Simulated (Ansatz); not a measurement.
# C₂H₇AlSSi: a ladder of functionals and wavefunction methods

One table from this session's results is given with a row withheld; the runs are named, their logs left out.

The runs use Ansatz 0.2.0, Gaussian basis; functionals in def2-TZVPP, the program's frozen cores in correlated methods.

The runs, in order: PBE-D4, r2SCAN-D4, PBE0-D4, B3LYP-D4, ωB97X-V, ωB97M-V, B2PLYP; CCSD(T)/def2-TZVPP; MP2/def2-QZVPP; extrapolation to the limit.

**Structure used throughout**

All runs share one geometry, relaxed beforehand with PBE0-D4 in a triple-zeta def2 set.

12 atoms, charge 0, spin multiplicity 1.

Atoms are counted from 1 here; the program's logs count them from 0.

Bond lengths: C1–C2 1.334 Å, C1–H6 1.091 Å, C1–H7 1.090 Å, C2–Al3 1.997 Å, C2–Si4 1.836 Å, Al3–H8 1.591 Å, Al3–H9 1.592 Å, Si4–S5 2.214 Å, Si4–H10 1.488 Å, Si4–H11 1.484 Å, S5–H12 1.346 Å. Angles: C2–C1–H6 123.7°, C2–C1–H7 122.0°, H6–C1–H7 114.3°, C1–C2–Al3 133.0°, C1–C2–Si4 126.2°, Al3–C2–Si4 100.1°, C2–Al3–H8 118.7°, C2–Al3–H9 116.5°, H8–Al3–H9 121.5°, C2–Si4–S5 97.0°, C2–Si4–H10 120.6°, C2–Si4–H11 115.8°, S5–Si4–H10 108.8°, S5–Si4–H11 101.8°, H10–Si4–H11 109.9°, Si4–S5–H12 94.3°.

Set-up of the first run:

The input, in.yaml:

```yaml
crystal:
  periodic: [false, false, false]
  atoms:
    - {symbol: C, position_ang: [1.265906, -0.486165, -1.516479]}
    - {symbol: C, position_ang: [0.358913, -0.367946, -0.545295]}
    - {symbol: Al, position_ang: [0.295622, -1.012966, 1.343506]}
    - {symbol: Si, position_ang: [-1.106645, 0.737853, -0.557941]}
    - {symbol: S, position_ang: [-1.242071, 1.031186, 1.632219]}
    - {symbol: H, position_ang: [1.197959, 0.032690, -2.473414]}
    - {symbol: H, position_ang: [2.148091, -1.116879, -1.409806]}
    - {symbol: H, position_ang: [1.538108, -0.716982, 2.292944]}
    - {symbol: H, position_ang: [-0.729320, -2.188946, 1.659104]}
    - {symbol: H, position_ang: [-1.045918, 2.069943, -1.217792]}
    - {symbol: H, position_ang: [-2.405374, 0.084451, -0.857010]}
    - {symbol: H, position_ang: [-0.198171, 1.878557, 1.684164]}
basis:
  gaussian: {orbitals: def2-TZVPP}
hamiltonian: {xc: pbe, dispersion: d4}
output: {forces: true, orbitals: {seedname: orbitals}}
```

On the command line:

```
$ ansatz run in.yaml --threads 4 --pin off --events-out ev --progress --plain --max-ram 10444MiB
```

Among the steps run: PBE-D4 (GGA); r2SCAN-D4 (meta-GGA); PBE0-D4 (hybrid); B3LYP-D4 (hybrid); ωB97X-V (range-separated); ωB97M-V (range-separated); B2PLYP (double hybrid); CCSD(T) in def2-TZVPP; MP2 in def2-QZVPP.

One table of the session follows, with a row left open; its other results are not shown here.

```
            method  atomisation energy (kJ/mol)
            PBE-D4                       4078.7
         r2SCAN-D4                       4060.0
           PBE0-D4                       4038.0
          B3LYP-D4                       4033.2
           ωB97X-V                       4062.4
           ωB97M-V                       4058.7
            B2PLYP                            ?
     HF/def2-TZVPP                       3000.7
    MP2/def2-TZVPP                       3970.7
   CCSD/def2-TZVPP                       3877.4
CCSD(T)/def2-TZVPP                       3937.9
           MP2/CBS                       4076.4
       CCSD(T)/CBS                       4043.6
```

Q: Estimate the row for B2PLYP from the others.

The run gave: atomisation energy (kJ/mol): 3979.4. In the column «atomisation energy (kJ/mol)» it lies between MP2/def2-TZVPP (3970.7) and B3LYP-D4 (4033.2).
